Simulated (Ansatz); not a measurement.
# CH3CdClO: a ladder of functionals and wavefunction methods

How much do the methods differ for CH3CdClO? The plan is to run it at one geometry with functionals of several rungs and with coupled cluster. The yardstick is the atomisation energy at the CCSD(T) limit.

Program: Ansatz 0.2.0, Gaussian basis. Level of theory: functionals in def2-TZVPP, the program's frozen cores in correlated methods. These are calculated values, not measurements.

Plan: LDA (SPW92), PBE-D4, revPBE-D4, BLYP-D4, r2SCAN-D4, B97M-V, PBE0-D4, B3LYP-D4, r2SCANh-D4, r2SCAN0-D4, HSE06-D4, BHLYP-D4, CAM-B3LYP-D4, LC-ωPBE, ωB97X-V, ωB97M-V, B2PLYP, PBE-QIDH; CCSD(T)/def2-SVP; CCSD(T)/def2-TZVPP; MP2/def2-QZVPP; extrapolation to the limit; RPA on PBE.

## (1) The geometry

The geometry comes from an earlier relaxation with PBE0-D4 in a triple-zeta def2 set; it is a stationary point, not always the lowest conformer. Cd takes the def2 core potential; no spin-orbit term is included.

SMILES `C[O][Cd][Cl]`, 7 atoms, charge 0, spin multiplicity 1.

Atoms are counted from 1 here; the program's logs count them from 0.

Bond lengths: C1–O2 1.402 Å, C1–H5 1.099 Å, C1–H6 1.099 Å, C1–H7 1.096 Å, O2–Cd3 1.962 Å, Cd3–Cl4 2.264 Å. Angles: O2–C1–H5 113.2°, O2–C1–H6 113.2°, O2–C1–H7 107.9°, H5–C1–H6 107.7°, H5–C1–H7 107.2°, H6–C1–H7 107.2°, C1–O2–Cd3 122.5°, O2–Cd3–Cl4 175.8°.

Coordinates:

```xyz
7
CH3CdClO
C     0.76366    0.87159    0.17044
O     0.08735   -0.15298    0.84666
Cd   -1.15190   -1.37515   -0.05874
Cl   -2.60627   -2.86019   -0.95646
H     1.42972    0.50206   -0.62195
H     0.08852    1.61354   -0.27877
H     1.38895    1.40113    0.89883
```

## (2) LDA

This LDA is Slater exchange with PW92 correlation.

The input, in.yaml:

```yaml
crystal:
  periodic: [false, false, false]
  atoms:
    - {symbol: C, position_ang: [0.763657, 0.871593, 0.170443]}
    - {symbol: O, position_ang: [0.087351, -0.152983, 0.846663]}
    - {symbol: Cd, position_ang: [-1.151902, -1.375146, -0.058742]}
    - {symbol: Cl, position_ang: [-2.606267, -2.860187, -0.956463]}
    - {symbol: H, position_ang: [1.429715, 0.502057, -0.621951]}
    - {symbol: H, position_ang: [0.088522, 1.613538, -0.278774]}
    - {symbol: H, position_ang: [1.388945, 1.401127, 0.898834]}
basis:
  gaussian: {orbitals: def2-TZVPP}
hamiltonian: {xc: lda}
output: {orbitals: {seedname: orbitals}}
```

The runs that follow: PBE-D4 (GGA); revPBE-D4 (GGA); BLYP-D4 (GGA); r2SCAN-D4 (meta-GGA); B97M-V (meta-GGA); PBE0-D4 (hybrid); B3LYP-D4 (hybrid); r2SCANh-D4 (hybrid); r2SCAN0-D4 (hybrid); HSE06-D4 (hybrid); BHLYP-D4 (hybrid); CAM-B3LYP-D4 (range-separated); LC-ωPBE (range-separated); ωB97X-V (range-separated); ωB97M-V (range-separated); B2PLYP (double hybrid); PBE-QIDH (double hybrid); CCSD(T) in def2-SVP; CCSD(T) in def2-TZVPP; MP2 in def2-QZVPP; RPA on PBE orbitals.

**Question.** What will the summary of the whole plan be? Wanted: atomisation energy, CCSD(T)/CBS; farthest beyond LDA; mean size of error, GGA; mean size of error, meta-GGA; mean size of error, hybrid; mean size of error, range-separated; mean size of error, double hybrid; gap, smallest and largest; T1 diagnostic.

**Answer**, as computed:

```
                               quantity                                                value
        atomisation energy, CCSD(T)/CBS                                       512.1 kcal/mol
functionals within 2.6 kcal/mol (0.5 %)  B97M-V, PBE0-D4, r2SCANh-D4, HSE06-D4, CAM-B3LYP-D4
                    farthest beyond LDA                            BHLYP-D4 (-24.0 kcal/mol)
                mean size of error, GGA                                         7.7 kcal/mol
           mean size of error, meta-GGA                                         2.5 kcal/mol
             mean size of error, hybrid                                         7.1 kcal/mol
    mean size of error, range-separated                                         3.1 kcal/mol
      mean size of error, double hybrid                                         7.6 kcal/mol
              gap, smallest and largest            3.23 eV (LDA (SPW92)), 10.66 eV (LC-ωPBE)
                          T1 diagnostic                                               0.0157
triples share of the correlation energy                                                3.3 %
```

What this shows: LDA overbinds by 83.7 kcal/mol (16 %). PBE-D4 misses by +10.2 kcal/mol. Double hybrids carry the basis error of their MP2 part in triple zeta, and no dispersion term here, so their miss is partly the set-up's. Taken by rung, meta-GGA functionals do best (2.5 kcal/mol on average) and GGA ones worst beyond LDA (7.7 kcal/mol). The gap between the best rungs is small, so their order is not settled. Misses under about 2.6 kcal/mol are within the doubt on the reference itself, which lacks core-valence correlation, spin-orbit coupling and higher excitations. All levels share the lack of spin-orbit coupling, which lowers the free heavy atoms and so the true binding. Hartree-Fock recovers 70 % of the binding; the rest is correlation. CCSD(T) in def2-SVP is off by -31.6 kcal/mol, more than most functionals: a good method in a small basis is no reference. Orbital gaps span 3.2 to 10.7 eV; exact exchange widens them. Correlated methods include outer-core shells of Cd, which these sets cover unevenly.
